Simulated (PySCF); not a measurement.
# C4H12Sn: NMR shieldings

Aim: compute the NMR shieldings of C4H12Sn (`[CH3][Sn]([CH3])([CH3])[CH3]`).

Computed with PySCF 2.14.0 and routines of our own; the level stands in each step. Atoms count from 0.

3 further runs of the same task are left out: 3 for a basis unfit for spin-orbit shieldings.

## 1. The system as given

17 atoms, charge 0, multiplicity 1; geometry from: GFN2-xTB.

## 2. NMR shieldings: PBE/pcSseg-1 Sn:x2c-TZVPall-2c, spin-free

Job settings and geometry (Å):

```
{"job": {"xc": "PBE", "basis": {"default": "pcSseg-1", "Sn": "x2c-TZVPall-2c"}, "rel": "sf", "kind": "hnmr"}, "charge": 0, "multiplicity": 1}
Sn     0.000160     0.000310     0.000200
C     -0.001090    -0.015540     2.194810
H     -1.014220     0.055430     2.572980
H      0.567870     0.822720     2.579390
H      0.441110    -0.931170     2.569370
C      2.067510     0.005090    -0.731440
H      2.086900    -0.096750    -1.810280
H      2.625000    -0.817210    -0.298520
H      2.561250     0.932550    -0.465020
C     -1.033540     1.797610    -0.718940
H     -0.935450     1.887160    -1.794670
H     -0.612700     2.685510    -0.261440
H     -2.088270     1.752920    -0.473460
C     -1.031880    -1.788190    -0.744120
H     -2.016230    -1.869360    -0.298390
H     -0.470210    -2.682370    -0.499720
H     -1.146210    -1.738690    -1.820760
```

Level: PBE/pcSseg-1 Sn:x2c-TZVPall-2c GIAO NMR shielding, spin-free X2C, Gaussian nuclei, gas phase.

On the command line:

```
> OMP_NUM_THREADS=1 python heavy_run.py task.json out
```

One launch serves the whole session: the jobs run in the order shown.

The log of the run:

```text
spin-free SCF
coarse grid: 58416 points
cycle   1  E = -6335.3672206321  dE = -9.526e-02  |g| = 8.232e-01  |ddm| = 3.709e+00
cycle   2  E = -6335.0907048033  dE =  2.765e-01  |g| = 1.286e+00  |ddm| = 1.917e+00
cycle   3  E = -6335.5478126157  dE = -4.571e-01  |g| = 7.638e-02  |ddm| = 1.272e+00
cycle   4  E = -6335.5483830485  dE = -5.704e-04  |g| = 2.915e-02  |ddm| = 9.391e-02
cycle   5  E = -6335.5485109203  dE = -1.279e-04  |g| = 1.234e-03  |ddm| = 2.569e-02
cycle   6  E = -6335.5485112037  dE = -2.834e-07  |g| = 4.672e-04  |ddm| = 1.964e-03
final grid: 123344 points
cycle   7  E = -6335.5462622113  dE =  4.301e-09  |g| = 6.054e-04  |ddm| = 2.268e-03
cycle   8  E = -6335.5462619806  dE =  2.307e-07  |g| = 1.105e-03  |ddm| = 1.877e-03
cycle   9  E = -6335.5462623144  dE = -3.338e-07  |g| = 1.139e-04  |ddm| = 1.168e-03
cycle  10  E = -6335.5462623177  dE = -3.221e-09  |g| = 3.047e-05  |ddm| = 1.624e-04
converged SCF energy = -6335.5462623177
check of the scalar solution
cycle   1  E = -6335.5462623176  dE = -6.336e+03  |FDS-SDF| = 3.047e-05
cycle   2  E = -6335.5462623174  dE =  2.037e-10  |FDS-SDF| = 4.962e-05
converged, E = -6335.5462623174

Field gradients (au) and densities at the nuclei (bohr^-3)
atom        Vxx        Vyy        Vzz        centre      nuclear mean
  0 Sn     0.0032     0.0086    -0.0119     173844.293     172638.584
  1 C     -0.0117    -0.0120     0.0237        114.389        114.389
  2 H     -0.1606    -0.1711     0.3318          0.382          0.382
  3 H     -0.1607    -0.1712     0.3319          0.382          0.382
  4 H     -0.1608    -0.1713     0.3320          0.382          0.382
  5 C     -0.0112    -0.0115     0.0227        114.389        114.388
  6 H     -0.1605    -0.1711     0.3316          0.382          0.382
  7 H     -0.1606    -0.1712     0.3318          0.382          0.382
  8 H     -0.1604    -0.1709     0.3313          0.382          0.382
  9 C     -0.0119    -0.0120     0.0238        114.389        114.388
 10 H     -0.1605    -0.1709     0.3314          0.382          0.382
 11 H     -0.1605    -0.1710     0.3315          0.382          0.382
 12 H     -0.1605    -0.1710     0.3316          0.382          0.382
 13 C     -0.0117    -0.0120     0.0237        114.389        114.389
 14 H     -0.1608    -0.1712     0.3320          0.382          0.382
 15 H     -0.1605    -0.1710     0.3315          0.382          0.382
 16 H     -0.1606    -0.1710     0.3316          0.382          0.382
without picture change
  0 Sn                          -0.0130                    354958.151

Core orbital energies (eV)
atom   shell        mean    spread
  0 Sn 1s       -28957.528   0.000
  0 Sn 2s        -4370.576   0.000
  0 Sn 3s         -842.546   0.000
  0 Sn 4s         -132.626   0.000
  0 Sn 2p        -3925.955   0.000
  0 Sn 3p         -696.999   0.000
  0 Sn 4p          -88.626   0.001
  0 Sn 3d         -471.503   0.002
  0 Sn 4d          -24.857   0.092

Shielding tensors (ppm)
atom      isotropic    diamagn.    paramagn.     s11        s22        s33       span
  0 Sn     2410.39     5142.05    -2731.65    2409.71    2410.11    2411.35       1.65
  1 C       187.23      250.85      -63.62     183.37     183.52     194.80      11.43
  2 H        31.54       30.98        0.56      25.87      28.60      40.16      14.29
  3 H        31.55       30.98        0.56      25.87      28.60      40.17      14.30
  4 H        31.54       30.98        0.56      25.87      28.59      40.17      14.29
  5 C       187.28      250.89      -63.61     183.35     183.71     194.78      11.43
  6 H        31.54       30.98        0.56      25.86      28.60      40.16      14.30
  7 H        31.55       30.98        0.56      25.86      28.60      40.18      14.32
  8 H        31.53       30.97        0.56      25.85      28.60      40.15      14.31
  9 C       187.25      250.85      -63.60     183.29     183.60     194.86      11.57
 10 H        31.54       30.97        0.56      25.85      28.60      40.16      14.31
 11 H        31.54       30.98        0.57      25.86      28.61      40.17      14.31
 12 H        31.53       30.97        0.56      25.85      28.60      40.15      14.31
 13 C       187.24      250.85      -63.61     183.31     183.54     194.86      11.55
 14 H        31.55       30.99        0.56      25.86      28.61      40.18      14.32
 15 H        31.54       30.97        0.56      25.86      28.59      40.15      14.29
 16 H        31.54       30.98        0.56      25.86      28.60      40.16      14.30
```

Run time: 28 s. Hardware: 1 thread of Intel Xeon Platinum 8559C, shared host; peak memory 1.1 GiB.

## 3. NMR shieldings: PBE/pcSseg-1 Sn:x2c-TZVPall-2c in water, spin-free

The job, as its differences from that of step 2:

```diff
@@ -1,2 +1,2 @@
-{"job": {"xc": "PBE", "basis": {"default": "pcSseg-1", "Sn": "x2c-TZVPall-2c"}, "rel": "sf", "kind": "hnmr"}, "charge": 0, "multiplicity": 1}
+{"job": {"xc": "PBE", "basis": {"default": "pcSseg-1", "Sn": "x2c-TZVPall-2c"}, "rel": "sf", "solvent": "water", "kind": "hnmr"}, "charge": 0, "multiplicity": 1}
 Sn     0.000160     0.000310     0.000200
```

Level: PBE/pcSseg-1 Sn:x2c-TZVPall-2c GIAO NMR shielding, spin-free X2C, Gaussian nuclei, IEF-PCM water.

The log of the run:

```text
spin-free SCF
coarse grid: 58416 points
cycle   1  E = -6335.3714716122  dE = -9.887e-02  |g| = 8.182e-01  |ddm| = 3.712e+00
cycle   2  E = -6335.1085676190  dE =  2.629e-01  |g| = 1.265e+00  |ddm| = 1.851e+00
cycle   3  E = -6335.5494498590  dE = -4.409e-01  |g| = 7.934e-02  |ddm| = 1.226e+00
cycle   4  E = -6335.5500801465  dE = -6.303e-04  |g| = 2.697e-02  |ddm| = 9.378e-02
cycle   5  E = -6335.5501816308  dE = -1.015e-04  |g| = 1.633e-03  |ddm| = 1.997e-02
cycle   6  E = -6335.5501823783  dE = -7.475e-07  |g| = 5.241e-04  |ddm| = 3.978e-03
final grid: 123344 points
cycle   7  E = -6335.5479328620  dE =  7.782e-09  |g| = 8.252e-04  |ddm| = 2.757e-03
cycle   8  E = -6335.5479327011  dE =  1.610e-07  |g| = 1.343e-03  |ddm| = 2.228e-03
cycle   9  E = -6335.5479329805  dE = -2.795e-07  |g| = 1.089e-04  |ddm| = 1.222e-03
cycle  10  E = -6335.5479329832  dE = -2.665e-09  |g| = 3.742e-05  |ddm| = 1.385e-04
converged SCF energy = -6335.5479329832
check of the scalar solution
cycle   1  E = -6335.5479329832  dE = -6.336e+03  |FDS-SDF| = 3.742e-05
cycle   2  E = -6335.5479329823  dE =  9.204e-10  |FDS-SDF| = 6.988e-05
converged, E = -6335.5479329823

Field gradients (au) and densities at the nuclei (bohr^-3)
atom        Vxx        Vyy        Vzz        centre      nuclear mean
  0 Sn     0.0028     0.0093    -0.0121     173844.266     172638.557
  1 C     -0.0128    -0.0130     0.0258        114.389        114.389
  2 H     -0.1606    -0.1711     0.3317          0.381          0.381
  3 H     -0.1607    -0.1712     0.3319          0.381          0.381
  4 H     -0.1607    -0.1713     0.3320          0.381          0.381
  5 C     -0.0123    -0.0126     0.0249        114.389        114.389
  6 H     -0.1605    -0.1711     0.3316          0.381          0.381
  7 H     -0.1606    -0.1712     0.3318          0.381          0.381
  8 H     -0.1604    -0.1709     0.3313          0.381          0.381
  9 C     -0.0130    -0.0130     0.0260        114.389        114.389
 10 H     -0.1605    -0.1709     0.3314          0.381          0.381
 11 H     -0.1605    -0.1710     0.3314          0.381          0.381
 12 H     -0.1605    -0.1710     0.3315          0.381          0.381
 13 C     -0.0127    -0.0130     0.0257        114.389        114.389
 14 H     -0.1607    -0.1712     0.3320          0.381          0.381
 15 H     -0.1605    -0.1710     0.3315          0.381          0.381
 16 H     -0.1605    -0.1710     0.3315          0.381          0.381
without picture change
  0 Sn                          -0.0132                    354958.096

Core orbital energies (eV)
atom   shell        mean    spread
  0 Sn 1s       -28957.417   0.000
  0 Sn 2s        -4370.465   0.000
  0 Sn 3s         -842.434   0.000
  0 Sn 4s         -132.515   0.000
  0 Sn 2p        -3925.844   0.000
  0 Sn 3p         -696.887   0.000
  0 Sn 4p          -88.514   0.001
  0 Sn 3d         -471.392   0.002
  0 Sn 4d          -24.745   0.091

Shielding tensors (ppm)
atom      isotropic    diamagn.    paramagn.     s11        s22        s33       span
  0 Sn     2409.55     5141.96    -2732.41    2408.87    2409.27    2410.51       1.63
  1 C       188.12      251.48      -63.36     184.15     184.29     195.93      11.78
  2 H        31.52       31.05        0.47      25.80      28.59      40.17      14.37
  3 H        31.53       31.05        0.48      25.80      28.59      40.19      14.39
  4 H        31.53       31.05        0.48      25.81      28.59      40.18      14.38
  5 C       188.16      251.51      -63.35     184.12     184.47     195.89      11.77
  6 H        31.52       31.05        0.47      25.79      28.60      40.17      14.38
  7 H        31.53       31.05        0.48      25.79      28.60      40.19      14.40
  8 H        31.51       31.04        0.47      25.78      28.59      40.17      14.39
  9 C       188.13      251.47      -63.34     184.06     184.36     195.98      11.92
 10 H        31.52       31.04        0.48      25.78      28.59      40.18      14.39
 11 H        31.52       31.04        0.48      25.78      28.60      40.18      14.40
 12 H        31.51       31.04        0.47      25.78      28.59      40.17      14.39
 13 C       188.14      251.48      -63.34     184.10     184.33     195.98      11.88
 14 H        31.53       31.06        0.47      25.79      28.61      40.19      14.40
 15 H        31.52       31.04        0.48      25.80      28.59      40.17      14.37
 16 H        31.52       31.05        0.47      25.79      28.60      40.17      14.38
```

It took 29 s on 1 thread of Intel Xeon Platinum 8559C, shared host; peak memory 1.1 GiB.

## 4. NMR shieldings: PBE/pcSseg-1 Sn:x2c-TZVPall-2c in dichloromethane, spin-free

The job, as its differences from that of step 3:

```diff
@@ -1,2 +1,2 @@
-{"job": {"xc": "PBE", "basis": {"default": "pcSseg-1", "Sn": "x2c-TZVPall-2c"}, "rel": "sf", "solvent": "water", "kind": "hnmr"}, "charge": 0, "multiplicity": 1}
+{"job": {"xc": "PBE", "basis": {"default": "pcSseg-1", "Sn": "x2c-TZVPall-2c"}, "rel": "sf", "solvent": "dichloromethane", "kind": "hnmr"}, "charge": 0, "multiplicity": 1}
 Sn     0.000160     0.000310     0.000200
```

With the program's defaults for keys left out, this is: PBE/pcSseg-1 Sn:x2c-TZVPall-2c GIAO NMR shielding, spin-free X2C, Gaussian nuclei, IEF-PCM dichloromethane.

The log of the run:

```text
spin-free SCF
coarse grid: 58416 points
cycle   1  E = -6335.3708359339  dE = -9.830e-02  |g| = 8.189e-01  |ddm| = 3.712e+00
cycle   2  E = -6335.1058905077  dE =  2.649e-01  |g| = 1.268e+00  |ddm| = 1.861e+00
cycle   3  E = -6335.5491856872  dE = -4.433e-01  |g| = 7.900e-02  |ddm| = 1.233e+00
cycle   4  E = -6335.5498110460  dE = -6.254e-04  |g| = 2.726e-02  |ddm| = 9.392e-02
cycle   5  E = -6335.5499159462  dE = -1.049e-04  |g| = 1.513e-03  |ddm| = 2.074e-02
cycle   6  E = -6335.5499165706  dE = -6.245e-07  |g| = 4.920e-04  |ddm| = 3.640e-03
final grid: 123344 points
cycle   7  E = -6335.5476671467  dE =  3.300e-09  |g| = 7.770e-04  |ddm| = 2.672e-03
cycle   8  E = -6335.5476669925  dE =  1.541e-07  |g| = 1.275e-03  |ddm| = 2.089e-03
cycle   9  E = -6335.5476672519  dE = -2.593e-07  |g| = 1.067e-04  |ddm| = 1.163e-03
cycle  10  E = -6335.5476672544  dE = -2.507e-09  |g| = 3.405e-05  |ddm| = 1.311e-04
converged SCF energy = -6335.5476672544
check of the scalar solution
cycle   1  E = -6335.5476672544  dE = -6.336e+03  |FDS-SDF| = 3.405e-05
cycle   2  E = -6335.5476672536  dE =  7.913e-10  |FDS-SDF| = 6.389e-05
converged, E = -6335.5476672536

Field gradients (au) and densities at the nuclei (bohr^-3)
atom        Vxx        Vyy        Vzz        centre      nuclear mean
  0 Sn     0.0030     0.0092    -0.0121     173844.270     172638.562
  1 C     -0.0126    -0.0129     0.0255        114.389        114.389
  2 H     -0.1606    -0.1711     0.3317          0.381          0.381
  3 H     -0.1607    -0.1712     0.3319          0.381          0.381
  4 H     -0.1607    -0.1713     0.3320          0.381          0.381
  5 C     -0.0121    -0.0124     0.0245        114.389        114.389
  6 H     -0.1605    -0.1711     0.3316          0.381          0.381
  7 H     -0.1606    -0.1712     0.3318          0.381          0.381
  8 H     -0.1604    -0.1709     0.3313          0.381          0.381
  9 C     -0.0128    -0.0129     0.0257        114.389        114.389
 10 H     -0.1605    -0.1709     0.3314          0.381          0.381
 11 H     -0.1605    -0.1710     0.3314          0.381          0.381
 12 H     -0.1605    -0.1710     0.3315          0.381          0.381
 13 C     -0.0126    -0.0128     0.0254        114.389        114.389
 14 H     -0.1607    -0.1712     0.3320          0.381          0.381
 15 H     -0.1605    -0.1710     0.3315          0.381          0.381
 16 H     -0.1605    -0.1710     0.3316          0.381          0.381
without picture change
  0 Sn                          -0.0132                    354958.106

Core orbital energies (eV)
atom   shell        mean    spread
  0 Sn 1s       -28957.427   0.000
  0 Sn 2s        -4370.474   0.000
  0 Sn 3s         -842.444   0.000
  0 Sn 4s         -132.525   0.000
  0 Sn 2p        -3925.854   0.000
  0 Sn 3p         -696.897   0.000
  0 Sn 4p          -88.524   0.001
  0 Sn 3d         -471.402   0.002
  0 Sn 4d          -24.755   0.091

Shielding tensors (ppm)
atom      isotropic    diamagn.    paramagn.     s11        s22        s33       span
  0 Sn     2409.66     5141.98    -2732.32    2408.98    2409.38    2410.62       1.64
  1 C       187.98      251.38      -63.40     184.02     184.17     195.74      11.72
  2 H        31.52       31.04        0.49      25.81      28.59      40.17      14.36
  3 H        31.53       31.04        0.49      25.81      28.59      40.18      14.37
  4 H        31.53       31.04        0.49      25.82      28.59      40.18      14.36
  5 C       188.02      251.41      -63.39     184.00     184.35     195.71      11.71
  6 H        31.52       31.04        0.48      25.80      28.60      40.17      14.37
  7 H        31.53       31.04        0.49      25.80      28.60      40.19      14.39
  8 H        31.52       31.03        0.49      25.79      28.59      40.17      14.38
  9 C       187.99      251.37      -63.38     183.94     184.24     195.79      11.86
 10 H        31.52       31.03        0.49      25.80      28.59      40.17      14.38
 11 H        31.52       31.03        0.49      25.80      28.60      40.18      14.38
 12 H        31.52       31.03        0.49      25.79      28.59      40.17      14.38
 13 C       187.99      251.37      -63.38     183.98     184.20     195.80      11.82
 14 H        31.53       31.04        0.49      25.80      28.61      40.19      14.39
 15 H        31.52       31.03        0.49      25.81      28.59      40.17      14.36
 16 H        31.52       31.04        0.49      25.80      28.60      40.17      14.37
```

Run time: 29 s. Hardware: 1 thread of Intel Xeon Platinum 8559C, shared host; peak memory 1.1 GiB.

## 5. Shieldings side by side

```tsv
run	C13	C1	C9	C5	Sn0	H11	H6	time
step 2, PBE/pcSseg-1 Sn:x2c-TZVPall-2c, spin-free	187.2	187.2	187.2	187.3	2410.4	31.5	31.5	28 s
step 3, PBE/pcSseg-1 Sn:x2c-TZVPall-2c in water, spin-free	188.1	188.1	188.1	188.2	2409.5	31.5	31.5	29 s
step 4, PBE/pcSseg-1 Sn:x2c-TZVPall-2c in dichloromethane, spin-free	188.0	188.0	188.0	188.0	2409.7	31.5	31.5	29 s
```

## 6. Results

```
                                                                         quantity                                                    value
                   shieldings (step 2, PBE/pcSseg-1 Sn:x2c-TZVPall-2c, spin-free)  Sn0 2410.4, C1 187.2, C5 187.3, C9 187.2, C13 187.2 ppm
          shieldings (step 3, PBE/pcSseg-1 Sn:x2c-TZVPall-2c in water, spin-free)  Sn0 2409.5, C1 188.1, C5 188.2, C9 188.1, C13 188.1 ppm
shieldings (step 4, PBE/pcSseg-1 Sn:x2c-TZVPall-2c in dichloromethane, spin-free)  Sn0 2409.7, C1 188.0, C5 188.0, C9 188.0, C13 188.0 ppm
```

**Reading.** C13 (with its equivalent atoms) moves most between the runs, by 1 ppm; the labels say what changes from run to run. No run holds spin-orbit coupling, which is large for shieldings at and beside heavy atoms. The geometry comes from tight binding, which is rough for metal atoms, and these values hang on it.
